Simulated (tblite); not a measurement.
# C2H13NSi3: the cost of one run

Programs: tblite 0.8.0 and PySCF 2.14.0, with density-fitted response routines of our own. Each step states its level of theory. These are calculated values for one molecule, in the gas phase or a continuum, unless marked as measured. Atoms are numbered from 0 throughout.

## Step 1: The starting structure

19 atoms, charge 0, multiplicity 1; geometry from: force field or distance geometry start.

Bonds of the start (Å): N0–C1 1.46, C1–Si2 1.83, Si2–C3 1.86, C3–Si4 1.89, C3–Si5 1.84, N0–H6 1.03, N0–H7 1.04, C1–H8 1.09, C1–H9 1.13, Si2–H10 1.48, Si2–H11 1.48, C3–H12 1.11, Si4–H13 1.46, Si4–H14 1.46, Si4–H15 1.48, Si5–H16 1.48, Si5–H17 1.46, Si5–H18 1.48.

## Step 2: Geometry optimisation with GFN2-xTB

Job settings and geometry (Å):

```
{"job": {"kind": "relax", "xc": "GFN2-xTB", "basis": "xTB"}, "charge": 0, "multiplicity": 1}
N      2.975000     0.094600    -0.303700
C      1.863800    -0.104100     0.618700
Si     0.506400    -1.055100    -0.163100
C     -1.061900    -0.093800    -0.437400
Si    -2.421600    -0.611800     0.771700
Si    -0.848700     1.734300    -0.519400
H      3.641000    -0.677500    -0.145000
H      2.660700     0.125900    -1.291900
H      1.546500     0.867100     1.005900
H      2.293200    -0.699400     1.480100
H      0.239500    -2.257800     0.651000
H      0.972500    -1.497800    -1.493600
H     -1.468000    -0.413100    -1.417200
H     -2.616800    -2.057700     0.715700
H     -2.175000    -0.084900     2.107100
H     -3.646200     0.054900     0.268000
H     -0.508900     2.060600    -1.919900
H      0.200200     2.256800     0.345700
H     -2.161600     2.367900    -0.280200
```

Run with:

```console
$ OMP_NUM_THREADS=1 python probes_run.py task.json out
```

This one command runs all jobs of the session in turn.

Q: Estimate the wall time and peak memory of this first job on 1 thread of Arm Neoverse V1, shared host.

About 2.1 s, with a peak of 0.17 GiB.
